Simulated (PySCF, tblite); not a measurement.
**C4H4F3O radical: geometry, infrared bands and EPR parameters**

What infrared bands and EPR parameters should C4H4F3O radical (`FC(F)(F)O[C]1CC1`) show?

The runs use tblite 0.8.0 and PySCF 2.14.0, with density-fitted response routines of our own; the level of theory stands in each step. All values are computed, except where a source is named. Atoms are numbered from 0 throughout.

### Step 1. The starting structure

12 atoms, charge 0, multiplicity 2; geometry from: force field or distance geometry start.

Bonds of the start (Å): F0–C1 1.40, C1–F2 1.40, C1–F3 1.36, C1–O4 1.38, O4–C5 1.40, C5–C6 1.52, C6–C7 1.50, C7–C5 1.51, C6–H8 1.13, C6–H9 1.09, C7–H10 1.11, C7–H11 1.10.

### Step 2. Optimising the geometry with GFN2-xTB

The job: settings as JSON, then the geometry in Å.

```
{"job": {"kind": "relax", "xc": "GFN2-xTB", "basis": "xTB"}, "charge": 0, "multiplicity": 2}
F      2.755600    -1.144800     1.103300
C      1.975700    -0.428300     0.181500
F      2.429200     0.886100     0.353200
F      2.270000    -0.847000    -1.080800
O      0.632000    -0.476200     0.497600
C     -0.176500     0.226800    -0.408400
C     -1.592800    -0.297100    -0.598900
C     -1.344800     0.882700     0.297800
H     -1.715300    -1.323400    -0.130600
H     -2.137700    -0.088300    -1.523900
H     -1.425500     0.759500     1.398500
H     -1.668700     1.849300    -0.115400
```

Started as:

```bash
$ OMP_NUM_THREADS=1 python probes_run.py task.json out
```

This one command runs all jobs of the session in turn.

**Question.** This job is followed by: GFN2-xTB harmonic vibrations, gas phase; UKS B3LYP, pcH-1 on C F H O, non-relativistic, mean-field spin-orbit, GIAO. What will the session give for the following? strongest single infrared mode (GFN2-xTB); zero-point energy (GFN2-xTB); g(iso) (B3LYP); ⟨S²⟩; largest a(iso) (averaged by class); potential on the surface of density 0.002 e/bohr³, 1st and 99th percentile.

**Answer**, as computed:

```
                                                                  quantity                  value
                                 strongest single infrared mode (GFN2-xTB)  1202 cm⁻¹, 709 km/mol
                                              zero-point energy (GFN2-xTB)          47.1 kcal/mol
                                                            g(iso) (B3LYP)                2.00314
                                                                      ⟨S²⟩     0.752 (exact 0.75)
                                        largest a(iso) (averaged by class)   13C on C5, 449.0 MHz
potential on the surface of density 0.002 e/bohr³, 1st and 99th percentile     -0.64 V and 1.11 V
```

What this shows: The optimisation took 98 steps and gained 0.818 eV; among the close pairs (by a distance rule), F0–C1 changed most, from 1.404 to 1.327 Å. All 30 modes are real, so the xTB geometry is a minimum. The strongest single mode, at 1202 cm⁻¹, moves mainly C1 and O4. GFN2-xTB is a fitted tight-binding method: band positions and strengths are rough. Its intensities can rank the bands wrongly. C5 carries the largest spin population, 0.84 e. The isotropic g lies 0.8 ppt above the free-electron value.
